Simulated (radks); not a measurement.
# Co in [Ar] 3d7 4s2: an all-electron calculation

An exercise on one series of results from a longer session: the logs are not shown, and one member is left open.

The numbers are computed with radks (a radial shooting solver on a logarithmic mesh, Libxc functionals) version 1 (non-relativistic Kohn-Sham, r2SCAN, spin-polarised, spherical densities, point nucleus; open shells are filled with parallel spins first), except any that are marked as measured or tabulated.

### The atom as given

```
element       : cobalt (Z = 27)
charge        : 0
electrons     : 27
configuration : [Ar] 3d7 4s2
```

The outer shells:

Co
```
[Ar] core
3d [↑↓][↑↓][↑ ][↑ ][↑ ]
4s [↑↓]
```

Set-up of the first run:

Input:

```text
Z 27
configuration [Ar] 3d7 4s2
relativity non-relativistic
functional r2scan,r2scan
spin polarised
nucleus point
```

One of the session's tables, all rows but one given; the rest of the session is left out.

It belongs to the step «Radial structure». From the orbitals of this run (lengths in bohr):

| level | <r> | outermost maximum (interpolated) | 90 % within | nodes |
| --- | --- | --- | --- | --- |
| 1s down | 0.05692 | 0.0375 | 0.101 | 0 |
| 1s up | 0.05692 | 0.0375 | 0.101 | 0 |
| 2s up | 0.2584 | 0.216 | 0.400 | 1 |
| 2s down | 0.2580 | 0.216 | 0.399 | 1 |
| 2p up | 0.2263 | 0.173 | 0.370 | 0 |
| 2p down | 0.2259 | 0.173 | 0.369 | 0 |
| 3s up | 0.7812 | 0.675 | 1.17 | 2 |
| 3s down | 0.7843 | 0.676 | 1.17 | 2 |
| 3p up | 0.8180 | 0.681 | 1.26 | 1 |
| 3p down | 0.8234 | 0.683 | 1.27 | 1 |
| 3d up | 1.032 | 0.666 | 1.80 | 0 |
| 3d down | ? | ? | ? | ? |
| 4s up | 2.861 | 2.32 | 4.37 | 3 |
| 4s down | 3.030 | 2.44 | 4.64 | 3 |

**Question.** Estimate the row for 3d down.

As computed: <r>: 1.116; outermost maximum (interpolated): 0.676; 90 % within: 2.00; nodes: 0. In the column «<r>» it lies between 3d up (1.032) and 4s up (2.861).

Caveats from the session: Open shells are spherical and high-spin; term and fine-structure splittings are not resolved.
